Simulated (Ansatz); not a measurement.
# Mn2Hg5: the cost of one run

Method: DFT, PAW plane waves, r2scan, in Ansatz 0.2.0.

## 1. The system as given

Symmetry: P4/mbm, No. 127, tetragonal system. Conventional cell: a = 9.758 Å, b = 9.758 Å, c = 2.998 Å, α = 90.00°, β = 90.00°, γ = 90.00°. Around Mn (site symmetry m2m) lie 10 Hg at 2.90 to 3.02 Å and 2 Mn at 3.00 Å. Hg (site symmetry m) is surrounded by 4 Mn at 2.93 to 3.02 Å and 6 Hg at 2.95 to 3.22 Å. Hg (site symmetry mmm) has 4 Mn at 2.90 Å and 6 Hg at 2.95 to 3.00 Å as nearest neighbours.

As a file:

```
CELL_PARAMETERS angstrom
9.75770 0.00000 0.00000
0.00000 9.75770 0.00000
0.00000 0.00000 2.99800
ATOMIC_POSITIONS crystal
Mn 0.18000 0.68000 0.50000
Mn 0.32000 0.18000 0.50000
Mn 0.82000 0.32000 0.50000
Mn 0.68000 0.82000 0.50000
Hg 0.06300 0.20400 0.00000
Hg 0.79600 0.06300 0.00000
Hg 0.93700 0.79600 0.00000
Hg 0.20400 0.93700 0.00000
Hg 0.56300 0.29600 0.00000
Hg 0.29600 0.43700 0.00000
Hg 0.43700 0.70400 0.00000
Hg 0.70400 0.56300 0.00000
Hg 0.00000 0.50000 0.00000
Hg 0.50000 0.00000 0.00000
```

## 2. A run

Contents of input.yaml:

```yaml
crystal:
  lattice:
    - [9.7577, 0.0, 0.0]
    - [0.0, 9.7577, 0.0]
    - [0.0, 0.0, 2.998]
  atoms:
    - { symbol: Mn, position: [0.18, 0.68, 0.5], spin: 4.5 }
    - { symbol: Mn, position: [0.32, 0.18, 0.5], spin: 4.5 }
    - { symbol: Mn, position: [0.82, 0.32, 0.5], spin: 4.5 }
    - { symbol: Mn, position: [0.68, 0.82, 0.5], spin: 4.5 }
    - { symbol: Hg, position: [0.063, 0.204, 0.0] }
    - { symbol: Hg, position: [0.796, 0.063, 0.0] }
    - { symbol: Hg, position: [0.937, 0.796, 0.0] }
    - { symbol: Hg, position: [0.204, 0.937, 0.0] }
    - { symbol: Hg, position: [0.563, 0.296, 0.0] }
    - { symbol: Hg, position: [0.296, 0.437, 0.0] }
    - { symbol: Hg, position: [0.437, 0.704, 0.0] }
    - { symbol: Hg, position: [0.704, 0.563, 0.0] }
    - { symbol: Hg, position: [0.0, 0.5, 0.0] }
    - { symbol: Hg, position: [0.5, 0.0, 0.0] }
  symmetry: { tolerance: 0.0003 }
hamiltonian:
  xc: r2scan
  pseudopotentials: { kind: paw, azcp: { folder: soft_1 } }
basis:
  ecutwfc: 500
magnetization:
  spin_polarized: true
scf:
  occupations: { method: fermi_dirac, width: 0.05 }
kpoints:
  mp_grid: { grid: [3, 3, 10], shift: [0, 0, 0] }
output:
  forces: true
  stress: true
  eigenvalues: true
```

On the command line:

```console
$ ansatz run input.yaml --threads 4 --pin off --max-ram 10240MiB --backend cpu --events-out ev --progress --plain --runs-dir out
```

**Question.** How long does this run take on 4 threads of AMD EPYC 9R14 (Zen 4), shared host, and how much memory does it need?

About 86 s, with a peak of 2.8 GiB.
